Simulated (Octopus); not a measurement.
# A workflow on AlBrF2 (SMILES [F][Al]([F])[Br]), part 2 of 2

Octopus 16.4.

### Step 3. The response to a field at PZ81 LDA (scalar, in the pseudopotentials, pseudodojo_lda potentials, box margin 5 angstrom, extra states 0, frequencies ev (0) eV, grid spacing 0.172 angstrom) (run 2)

Command:

```console
OMP_NUM_THREADS=1 octopus > em_resp.log
```

Log:

```text
Version                : 16.4
************************** Calculation Mode **************************
Input: [CalculationMode = em_resp]
Input: [SpinComponents = unpolarized]
******************************* Space ********************************
Octopus will run in 3 dimension(s).
Octopus will treat the system as periodic in 0 dimension(s).
Input: [AllElectronType = no]
Input: [PseudopotentialSet = pseudodojo_lda]
Reading Coordinates from Coordinates block
****************************** Species *******************************
  Species 'F'
    type             : pseudopotential
    file format      : UPF2
    valence charge   : 7.0
    atomic number    :   9
    form on file     : kleinman-bylander
    lmax             : 2
    llocal           : -1
    projectors per l : 2
    total projectors : 6
    application form : kleinman-bylander
    orbitals         :  4
    bound orbitals   :  4
  Species 'Al'
    type             : pseudopotential
    file format      : UPF2
    valence charge   : 3.0
    atomic number    :  13
    form on file     : kleinman-bylander
    lmax             : 2
    llocal           : -1
    projectors per l : 2
    total projectors : 6
    application form : kleinman-bylander
    orbitals         :  4
    bound orbitals   :  4
  Species 'Br'
    type             : pseudopotential
    file format      : UPF2
    valence charge   : 7.0
    atomic number    :  35
    form on file     : kleinman-bylander
    lmax             : 2
    llocal           : -1
    projectors per l : 2
    total projectors : 6
    application form : kleinman-bylander
    orbitals         :  4
    bound orbitals   :  4
***************************** Symmetries *****************************
Symmetry elements : (sigma)
Symmetry group    : Cs
Input: [CurvMethod = curv_affine]
Input: [DerivativesStencil = stencil_star]
Input: [SmearingFunction = semiconducting]
Input: [SymmetrizeDensity = no]
******************************* States *******************************
Total electronic charge  =       24.000
Number of states         =       12
States block-size        =        4
************************** Parallelization ***************************
Info: Octopus will run in *serial*
******************************** Grid ********************************
Simulation Box:
  Type = minimum
  Radius  [A] =   5.000
Main mesh:
  Spacing [A] = ( 0.172, 0.172, 0.172)    volume/point [A^3] =      0.00509
  # inner mesh =     182199
  # total mesh =     242215
  Grid Cutoff [eV] =  1271.059107    Grid Cutoff [Ry] =    93.421129
Input: [StatesPack = yes]
** Warning:
**   Unknown XC functional for species 'F'
** Warning:
**   The XCFunctional that you selected does not match the one used
**   to generate the pseudopotentials.
Input: [StatesOrthogonalization = cholesky_serial]
**************************** Theory Level ****************************
Input: [TheoryLevel = kohn_sham]
Exchange-correlation:
  Exchange
    Slater exchange (LDA)
  Correlation
    Perdew & Zunger (Modified) (LDA)
****************************** Hartree *******************************
Input: [DressedOrbitals = no]
The chosen Poisson solver is 'interpolating scaling functions'
Input: [FilterPotentials = filter_TS]
Info: Pseudopotential for F
  Radii for localized parts:
    local part     =  1.2 A
    non-local part =  1.3 A
    orbitals       =  3.5 A
Info: Pseudopotential for Al
  Radii for localized parts:
    local part     =  1.0 A
    non-local part =  1.4 A
    orbitals       =  6.7 A
Info: Pseudopotential for Br
  Radii for localized parts:
    local part     =  1.3 A
    non-local part =  1.5 A
    orbitals       =  4.4 A
Input: [RelativisticCorrection = non_relativistic]
Input: [DFTULevel = dft_u_none]
Input: [MagneticConstrain = 0]
****************** Approximate memory requirements *******************
Mesh
  global  :       1.8 MiB
  local   :       7.4 MiB
  total   :       9.2 MiB
States
  real    :      22.2 MiB (par_kpoints + par_states + par_domains)
  complex :      44.4 MiB (par_kpoints + par_states + par_domains)
Info: Generating external potential
      done.
Input: [InteractionTiming = timing_exact]
Info: Octopus initialization completed.
[... 10 lines left out ...]
** Warning:
[... 11 lines left out ...]
** Warning:
[... 9 lines left out ...]
** Warning:
[... 1 line left out ...]
** Warning:
[... 1 line left out ...]
** Warning:
[... 120 lines left out ...]
Info: SCF for response converged in   13 iterations.
[... 120 lines left out ...]
Info: SCF for response converged in   13 iterations.
[... 17 lines left out ...]
    1    3            0.179970      15        0.405177E-02
[... 9 lines of this table left out ...]
SCF Residual:     0.816608E+00 (abs),     0.340253E-01 (rel)
--------------------------------------------
LR SCF Iteration:   3
Frequency:             0.000000 Eta :             0.000000
   ik  ist                norm   iters            residual
    1    1            0.109973      13        0.563967E-03
    1    2            0.109067      13        0.599118E-03
    1    3            0.218823      13        0.221656E-02
[... 9 lines of this table left out ...]
SCF Residual:     0.409187E+00 (abs),     0.170495E-01 (rel)
--------------------------------------------
LR SCF Iteration:   4
Frequency:             0.000000 Eta :             0.000000
   ik  ist                norm   iters            residual
    1    1            0.104209      14        0.458313E-03
    1    2            0.103221      14        0.455282E-03
    1    3            0.211606      14        0.881732E-03
[... 9 lines of this table left out ...]
SCF Residual:     0.145143E+00 (abs),     0.604763E-02 (rel)
--------------------------------------------
LR SCF Iteration:   5
Frequency:             0.000000 Eta :             0.000000
   ik  ist                norm   iters            residual
    1    1            0.101258      12        0.321610E-03
    1    2            0.100408      12        0.281406E-03
    1    3            0.197749      12        0.116900E-02
[... 9 lines of this table left out ...]
SCF Residual:     0.333716E-01 (abs),     0.139048E-02 (rel)
--------------------------------------------
LR SCF Iteration:   6
Frequency:             0.000000 Eta :             0.000000
   ik  ist                norm   iters            residual
    1    1            0.100571      12        0.676828E-04
    1    2            0.099740      12        0.604483E-04
    1    3            0.197410      12        0.142012E-03
[... 9 lines of this table left out ...]
SCF Residual:     0.133211E-01 (abs),     0.555048E-03 (rel)
--------------------------------------------
LR SCF Iteration:   7
Frequency:             0.000000 Eta :             0.000000
   ik  ist                norm   iters            residual
    1    1            0.100321      11        0.335480E-04
    1    2            0.099504      11        0.316875E-04
    1    3            0.197422      11        0.997967E-04
[... 9 lines of this table left out ...]
SCF Residual:     0.429709E-02 (abs),     0.179045E-03 (rel)
--------------------------------------------
LR SCF Iteration:   8
Frequency:             0.000000 Eta :             0.000000
   ik  ist                norm   iters            residual
    1    1            0.100321      13        0.460860E-05
    1    2            0.099497      13        0.325039E-05
    1    3            0.197423      13        0.165148E-04
[... 9 lines of this table left out ...]
SCF Residual:     0.177006E-02 (abs),     0.737526E-04 (rel)
--------------------------------------------
LR SCF Iteration:   9
Frequency:             0.000000 Eta :             0.000000
   ik  ist                norm   iters            residual
    1    1            0.100336      15        0.132161E-05
    1    2            0.099508      15        0.147109E-05
    1    3            0.197383      15        0.404808E-05
[... 9 lines of this table left out ...]
SCF Residual:     0.644628E-03 (abs),     0.268595E-04 (rel)
--------------------------------------------
LR SCF Iteration:  10
Frequency:             0.000000 Eta :             0.000000
   ik  ist                norm   iters            residual
    1    1            0.100339      13        0.999004E-06
    1    2            0.099511      13        0.107700E-05
    1    3            0.197363      13        0.306748E-05
[... 9 lines of this table left out ...]
SCF Residual:     0.255086E-03 (abs),     0.106286E-04 (rel)
--------------------------------------------
LR SCF Iteration:  11
Frequency:             0.000000 Eta :             0.000000
   ik  ist                norm   iters            residual
    1    1            0.100342      12        0.502692E-06
    1    2            0.099514      12        0.480203E-06
    1    3            0.197367      12        0.972577E-06
[... 9 lines of this table left out ...]
SCF Residual:     0.575812E-04 (abs),     0.239922E-05 (rel)
--------------------------------------------
LR SCF Iteration:  12
Frequency:             0.000000 Eta :             0.000000
   ik  ist                norm   iters            residual
    1    1            0.100341      10        0.265991E-06
    1    2            0.099514      10        0.312284E-06
    1    3            0.197369      10        0.401672E-06
[... 9 lines of this table left out ...]
SCF Residual:     0.316224E-04 (abs),     0.131760E-05 (rel)
--------------------------------------------
LR SCF Iteration:  13
Frequency:             0.000000 Eta :             0.000000
   ik  ist                norm   iters            residual
    1    1            0.100340       8        0.543240E-06
    1    2            0.099513       8        0.464516E-06
    1    3            0.197369       8        0.575979E-06
[... 9 lines of this table left out ...]
SCF Residual:     0.109307E-04 (abs),     0.455444E-06 (rel)
--------------------------------------------
LR SCF Iteration:  14
Frequency:             0.000000 Eta :             0.000000
   ik  ist                norm   iters            residual
    1    1            0.100340       0        0.704105E-06
    1    2            0.099513       0        0.700535E-06
    1    3            0.197368       5        0.791990E-06
[... 9 lines of this table left out ...]
SCF Residual:     0.510369E-05 (abs),     0.212654E-06 (rel)
--------------------------------------------
Info: SCF for response converged in   14 iterations.
      Total Hamiltonian applications:    2418
Info: Calculating polarizabilities.
Octopus emitted 5 warnings.
Octopus used 2 experimental features:
  Since you used one or more experimental features, results are likely
  wrong and should not  be considered as valid scientific data.  Check
  or contact the octopus developers for details.
```

It took 47 s on 1 thread of Arm Neoverse V1, shared host; peak memory 0.26 GiB.

### Step 4. Results

What follows sums up all 2 parts.

| quantity | value |
| --- | --- |
| run 1, PZ81 LDA: total energy | -67.46106 Eh |
| run 1, PZ81 LDA: dipole moment | 0.84 D |
| run 1, PZ81 LDA: HOMO energy | -8.10 eV |
| run 2, PZ81 LDA: mean static polarisability | 44.7 bohr³ |
